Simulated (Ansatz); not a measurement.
# NiS: the cost of one run

Method: DFT r²SCAN+U (U_eff = 2 eV on Ni d), plane waves, PAW, in Ansatz 0.2.0.

## (1) Starting point

Symmetry: P6_3/mmc, No. 194, hexagonal system. Conventional cell: a = 3.425 Å, b = 3.425 Å, c = 5.340 Å, α = 90.00°, β = 90.00°, γ = 120.00°. Ni (site symmetry -3m) is surrounded by 6 S at 2.39 Å and 2 Ni at 2.67 Å. S (site symmetry -6m2) is surrounded by 6 Ni at 2.39 Å.

Structure file:

```cif
data_structure
_symmetry_space_group_name_H-M 'P6_3/mmc'
_symmetry_Int_Tables_number 194
_cell_length_a 3.4250
_cell_length_b 3.4250
_cell_length_c 5.3400
_cell_angle_alpha 90.000
_cell_angle_beta 90.000
_cell_angle_gamma 120.000
_cell_volume 54.25
loop_
_atom_site_label
_atom_site_type_symbol
_atom_site_symmetry_multiplicity
_atom_site_Wyckoff_symbol
_atom_site_fract_x
_atom_site_fract_y
_atom_site_fract_z
_atom_site_occupancy
Ni1 Ni 2 a 0.00000 0.00000 0.00000 1
S1 S 2 c 0.33333 0.66667 0.25000 1
```

Magnetic order typed: antiferromagnetic, doubled cell 0 1/2 0.

## (2) From atoms, symmetry kept, no search

Contents of input.yaml:

```yaml
crystal:
  lattice:
    - [3.42500121, 0.0, 0.0]
    - [-3.42500122, 5.93227612, 0.0]
    - [0.0, 0.0, 5.33999987]
  atoms:
    - { symbol: Ni, position: [0.0, 0.0, 0.0], spin: 2.0 }
    - { symbol: Ni, position: [0.0, 0.0, 0.5], spin: 2.0 }
    - { symbol: S, position: [0.3333333333, 0.3333333334, 0.25] }
    - { symbol: S, position: [0.6666666667, 0.1666666666, 0.75] }
    - { symbol: Ni, position: [0.0, 0.5, 0.0], spin: -2.0 }
    - { symbol: Ni, position: [0.0, 0.5, 0.5], spin: -2.0 }
    - { symbol: S, position: [0.3333333333, 0.8333333333, 0.25] }
    - { symbol: S, position: [0.6666666667, 0.6666666666, 0.75] }
basis:
  ecutwfc: 500
  ecutrho_ratio: 4
kpoints:
  mp_grid: { grid: [6, 6, 4] }
hamiltonian:
  xc: r2scan
  hubbard:
    sites:
      - { site: 0, l: d, u_eff: 2.0 }
      - { site: 1, l: d, u_eff: 2.0 }
      - { site: 4, l: d, u_eff: 2.0 }
      - { site: 5, l: d, u_eff: 2.0 }
scf:
  occupations: { method: gaussian, width: 0.05 }
  lower_state_search: "off"
  max_iter: 150
output:
  forces: true
  stress: true
  eigenvalues: true
  populations: true
  hubbard:
    sites:
      - { site: 0, l: d }
      - { site: 1, l: d }
      - { site: 4, l: d }
      - { site: 5, l: d }
magnetization:
  spin_polarized: true
```

Launch:

```bash
$ ansatz run input.yaml --threads 8 --pin off --max-ram 12288MiB --backend cpu --events-out ev --progress --plain --runs-dir out
```

Q: Estimate wall time and peak memory on 8 threads of Arm Neoverse N1, shared host.

About 42 s, with a peak of 1.5 GiB.
